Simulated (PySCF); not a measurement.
# CuF3: structure of the triplet

Where does triplet CuF3 go from a trigonal planar start, is the end point a minimum, and what are its modes, charges and moments?

The runs use PySCF 2.14.0; PBE0, basis Cu def2-TZVP, F def2-TZVP, no relativity, density fitting.

## 1. The starting structure

4 atoms, charge 0, spin multiplicity 3.

Bond lengths: Cu1–F2 1.760 Å, Cu1–F3 1.760 Å, Cu1–F4 1.760 Å. Angles: F2–Cu1–F3 120.0°, F2–Cu1–F4 120.0°, F3–Cu1–F4 120.0°.

Coordinates in bohr (charge 0 multiplicity 3):
```
Cu    0.0000    0.0000    0.0000
F     3.3259    0.0000    0.0000
F    -1.6630    2.8803    0.0000
F    -1.6630   -2.8803    0.0000
```

## 2. First SCF at the start

The steps below are one call of a driver around PySCF. For each, scf.py gives the equivalent set-up of the SCF; relaxations use the driver's own optimiser. After this first run the driver tries any further starts and a stability analysis.

Contents of scf.py:

```python
from pyscf import gto, scf, dft
mol = gto.M(atom='''
Cu     0.000000     0.000000     0.000000
F      1.760000     0.000000     0.000000
F     -0.880000     1.524200     0.000000
F     -0.880000    -1.524200     0.000000''',
    basis={'Cu': 'def2-TZVP', 'F': 'def2-TZVP'},
    charge=0, spin=2)
mf = dft.UKS(mol, xc='PBE0')
mf.grids.atom_grid = (50, 194)
aux = {'Cu': 'def2-universal-JKFIT', 'F': 'def2-universal-JKFIT'}
mf = mf.density_fit(auxbasis=aux)
mf.conv_tol = 1e-08
mf.diis_space = 10
mf.max_cycle = 60
mf.init_guess = 'minao'
mf.verbose = 4
mf.kernel()
```

Launch:

```
OMP_NUM_THREADS=4 python axn.py task.json out
```

The runs that follow: Trigonal planar start, triplet: relaxation; Frequencies.

Q: Predict the outcome of this session. Wanted: minimum; geometry; wavenumbers; dipole moment; highest occupied, lowest empty level; polar-tensor charge of Cu1; zero-point energy; atomisation energy; ⟨S²⟩.

The runs gave:

| quantity | value |
| --- | --- |
| minimum | triplet, D3h |
| geometry | Cu–F 1.714 Å (×3); F–Cu–F 120.0° (×3) |
| wavenumbers (cm⁻¹) | 99 (a2''), 151 (e'), 605 (a1'), 680 (e') |
| dipole moment | 0.00 D |
| highest occupied, lowest empty level (either spin) | -11.46, -7.27 eV |
| polar-tensor charge of Cu1 | +1.37 e |
| zero-point energy | 14.2 kJ/mol |
| entropy at 298.15 K | 310.8 J/(mol K) |
| atomisation energy (no zero-point energy) | 824 kJ/mol |
| ⟨S²⟩ | 2.011 |

In words: The molecule stays D3h, as typed, and the end point is a minimum. The strongest infrared band lies at 680 cm⁻¹ (e', stretch). The dipole vanishes although Cu1 carries +1.4 e by the polar tensor: the bond dipoles cancel. Other starts or spin states, not run here, may lie lower. One determinant may miss the lowest occupation of an open d or f shell.
